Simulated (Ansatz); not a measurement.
**CH3BZn (SMILES C=[B][ZnH]): functionals against CCSD(T) at one geometry**

The atoms stand at a structure displaced at random from a GFN2-xTB minimum. How far do the functionals agree with CCSD(T) there?

Program: Ansatz 0.2.0, Gaussian basis. Level of theory: single points in def2-TZVPP. These are calculated values, not measurements.

Cores are frozen in the correlated methods. The 3s and 3p shells of Cu and Zn are frozen; filled d shells are correlated.

### Step 1. The starting structure

SMILES `C=[B][ZnH]`, 6 atoms, charge 0, spin multiplicity 1.

Atoms are counted from 1 here; the program's logs count them from 0.

Bond lengths: C1–B2 1.336 Å, C1–H4 1.087 Å, C1–H5 1.243 Å, B2–Zn3 1.871 Å, Zn3–H6 1.693 Å. Angles: B2–C1–H4 133.4°, B2–C1–H5 121.1°, H4–C1–H5 103.9°, C1–B2–Zn3 173.2°, B2–Zn3–H6 171.8°.

Coordinates:

```xyz
6
CH3BZn
C    -0.9374    0.0144   -0.9284
B    -0.0032    0.0695    0.0248
Zn    1.3072   -0.0764    1.3521
H    -1.3639   -0.7985   -1.5110
H    -1.2975    1.0380   -1.5344
H     2.5414    0.0249    2.5060
```

### Step 2. CCSD(T)/def2-TZVPP

The input, run/in.yaml:

```yaml
crystal:
  periodic: [false, false, false]
  atoms:
    - {symbol: C, position_ang: [-0.937400, 0.014400, -0.928400]}
    - {symbol: B, position_ang: [-0.003200, 0.069500, 0.024800]}
    - {symbol: Zn, position_ang: [1.307200, -0.076400, 1.352100]}
    - {symbol: H, position_ang: [-1.363900, -0.798500, -1.511000]}
    - {symbol: H, position_ang: [-1.297500, 1.038000, -1.534400]}
    - {symbol: H, position_ang: [2.541400, 0.024900, 2.506000]}
basis:
  gaussian: {orbitals: def2-TZVPP}
correlation: {method: ccsd_t, frozen_orbitals: {B: 1, C: 1, H: 0, Zn: 9}}
output: {forces: true}
```

The command line of these runs was not kept.

### Step 3. PBE0-D4/def2-TZVPP

run/in.yaml: that of step 2 with these lines changed.

```diff
@@ -11,3 +11,3 @@
   gaussian: {orbitals: def2-TZVPP}
-correlation: {method: ccsd_t, frozen_orbitals: {B: 1, C: 1, H: 0, Zn: 9}}
-output: {forces: true}
+hamiltonian: {xc: pbe0, dispersion: d4}
+output: {forces: true, orbitals: {seedname: orbitals}}
```

### Step 4. wB97M-V/def2-TZVPP

run/in.yaml: that of step 3 with these lines changed.

```diff
@@ -11,3 +11,3 @@
   gaussian: {orbitals: def2-TZVPP}
-hamiltonian: {xc: pbe0, dispersion: d4}
-output: {forces: true, orbitals: {seedname: orbitals}}
+hamiltonian: {xc: {name: wB97M-V}}
+output: {forces: true}
```

### Step 5. r2SCAN-D4/def2-TZVPP

run/in.yaml: that of step 4 with these lines changed.

```diff
@@ -11,3 +11,3 @@
   gaussian: {orbitals: def2-TZVPP}
-hamiltonian: {xc: {name: wB97M-V}}
+hamiltonian: {xc: r2scan, dispersion: d4}
 output: {forces: true}
```

### Step 6. PBE-D4/def2-TZVPP

run/in.yaml: that of step 5 with these lines changed.

```diff
@@ -11,3 +11,3 @@
   gaussian: {orbitals: def2-TZVPP}
-hamiltonian: {xc: r2scan, dispersion: d4}
+hamiltonian: {xc: pbe, dispersion: d4}
 output: {forces: true}
```

### Step 7. SPW92/def2-TZVPP

run/in.yaml: that of step 6 with these lines changed.

```diff
@@ -11,3 +11,3 @@
   gaussian: {orbitals: def2-TZVPP}
-hamiltonian: {xc: pbe, dispersion: d4}
+hamiltonian: {xc: lda}
 output: {forces: true}
```

### Step 8. r2SCANh-D4/def2-TZVPP

run/in.yaml: that of step 7 with these lines changed.

```diff
@@ -11,3 +11,3 @@
   gaussian: {orbitals: def2-TZVPP}
-hamiltonian: {xc: lda}
+hamiltonian: {xc: {name: r2SCANh}, dispersion: d4}
 output: {forces: true}
```

(Steps that only read results are left out.)

**Question.** What will these runs give? Wanted: energy less free atoms, CCSD(T)/def2-TZVPP; RMS force component; RMS force error; HOMO and LUMO, PBE0-D4; T1 diagnostic.

**Answer**, as computed:

| quantity | value |
| --- | --- |
| energy less free atoms, CCSD(T)/def2-TZVPP | -1656.0 kJ/mol |
| RMS force component | 1.630 to 1.938 eV/Å over the methods |
| RMS force error | PBE0-D4 0.212, wB97M-V 0.262, r2SCAN-D4 0.173, PBE-D4 0.206, SPW92 0.383, r2SCANh-D4 0.187 eV/Å |
| HOMO and LUMO, PBE0-D4 | -6.91 and -2.44 eV |
| T1 diagnostic | 0.017 |

What this shows: Against CCSD(T) the functionals' energies less atoms differ by -331.5 to -68.6 kJ/mol, PBE-D4 by -103.1 kJ/mol. The reference is not at the basis limit: in triple zeta CCSD(T) underbinds, which counts against methods that bind more; the gaps are no ranking. For forces r2SCAN-D4 does best and SPW92 worst. Frozen-core CCSD(T) forces in triple zeta carry basis errors of their own, and this is one geometry, so small gaps rank nothing.
